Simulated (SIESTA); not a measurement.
## Au in SIESTA: the effect of dispersion

Slab: Au, a slab with vacuum.

```
CELL_PARAMETERS angstrom
2.89277 0.00000 0.00000
-1.44639 2.50522 0.00000
0.00000 0.00000 24.44776
ATOMIC_POSITIONS crystal
Au 0.66667 0.33333 0.30678
Au 0.33333 0.66667 0.40339
Au 0.00000 0.00000 0.50000
Au 0.66667 0.33333 0.59661
Au 0.33333 0.66667 0.69322
```

The slab is cut from a database's or a generator's crystal, which needn't be the stable form of the element.

Alike in all runs:

| Quantity | Value |
| --- | --- |
| Program | SIESTA 5.4.2 |
| Task | single point |
| Functional | PBE |
| Potentials or basis | PseudoDojo 0.4 standard (PBE files) |
| Basis | DZP (energy shift 0.003 Ry; two zetas on semicore shells) |
| Grid cutoff | 800 Ry |
| Energy shift | 0.003 Ry |
| k mesh | 11 × 11 × 1 |
| Occupations | fermi-dirac, width 0.05 eV |
| Spin | no spin polarisation |

```csv
dispersion,largest force (eV/Å)
none,0.48
D3,0.32
D3(BJ),?
D4,0.30
```

Problem. What does the run with dispersion D3(BJ) give?

Solution. Largest force 0.31 eV/Å.
